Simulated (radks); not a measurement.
**The first electron to leave Sr⁶⁺**

Aim: remove one electron from each of the outer sub-shells of Sr⁶⁺ ([Ar] 3d10 4s2 4p2) in turn, let the ion relax, and find the cheapest removal. The parent's configuration is the lowest that an earlier search found at this level.

The numbers are computed with radks (a radial shooting solver on a logarithmic mesh, Libxc functionals) version 1 (scalar-relativistic Kohn-Sham, r2SCAN, spin-polarised, spherical densities, finite nucleus; open shells are filled with parallel spins first), except any that are marked as measured or tabulated.

2 further runs of the same task are left out: 2 set aside as unsound or not needed.

## (1) The system

```
element            : strontium (Z = 38)
charge             : +6
electrons          : 32
configuration      : [Ar] 3d10 4s2 4p2
nuclear rms radius : 4.224 fm
```

Outer shells as boxes (Hund's rule):

Sr⁶⁺
```
[Ar] core
3d [↑↓][↑↓][↑↓][↑↓][↑↓]
4s [↑↓]
4p [↑ ][↑ ][  ]
```

## (2) The parent, Sr⁶⁺

The parent was computed earlier with the same settings: E = -3169.833091 hartree. Its outer levels (eV):

```csv
level,occupation,energy (eV)
3p up,3,-347.27
3p down,3,-346.82
3d up,5,-215.89
3d down,5,-215.33
4s up,1,-119.11
4s down,1,-114.55
4p up,2,-97.537
4p down,0,-92.956
```

## (3) Remove 4p: [Ar] 3d10 4s2 4p1

The run's settings:

```text
Z 38
configuration [Ar] 3d10 4s2 4p1
relativity scalar-relativistic
functional r2scan,r2scan
spin polarised
nucleus finite rms 4.224 fm
c 137.035999084
```

## (4) Remove 4s: [Ar] 3d10 4s1 4p2

Settings, as their differences from step 3:

```diff
@@ -1,3 +1,3 @@
 Z 38
-configuration [Ar] 3d10 4s2 4p1
+configuration [Ar] 3d10 4s1 4p2
 relativity scalar-relativistic
```

## (5) Remove 3d: [Ar] 3d9 4s2 4p2

Settings, as their differences from step 4:

```diff
@@ -1,3 +1,3 @@
 Z 38
-configuration [Ar] 3d10 4s1 4p2
+configuration [Ar] 3d9 4s2 4p2
 relativity scalar-relativistic
```

## (6) Remove 3p: [Ne] 3s2 3p5 3d10 4s2 4p2

Settings, as their differences from step 5:

```diff
@@ -1,3 +1,3 @@
 Z 38
-configuration [Ar] 3d9 4s2 4p2
+configuration [Ne] 3s2 3p5 3d10 4s2 4p2
 relativity scalar-relativistic
```

**Question.** What will these runs give? Wanted: for each run, case; final configuration; Δ-SCF; −ε of the level emptied.

The runs gave:

```csv
case,final configuration,Δ-SCF (eV),−ε of the level emptied (eV)
remove 4p,[Ar] 3d10 4s2 4p1,105.21,97.537
remove 4s,[Ar] 3d10 4s1 4p2,121.47,114.55
remove 3d,[Ar] 3d9 4s2 4p2,233.30,215.33
remove 3p,[Ne] 3s2 3p5 3d10 4s2 4p2,364.42,346.82
```

**Reading.** Removal from 4p costs least (105.21 eV), ahead of 4s (121.47 eV). 4p is also the highest occupied level of the parent. NIST lists 104 eV (theoretical), between the same two configurations. Open shells are spherical and high-spin; term and fine-structure splittings are not resolved.
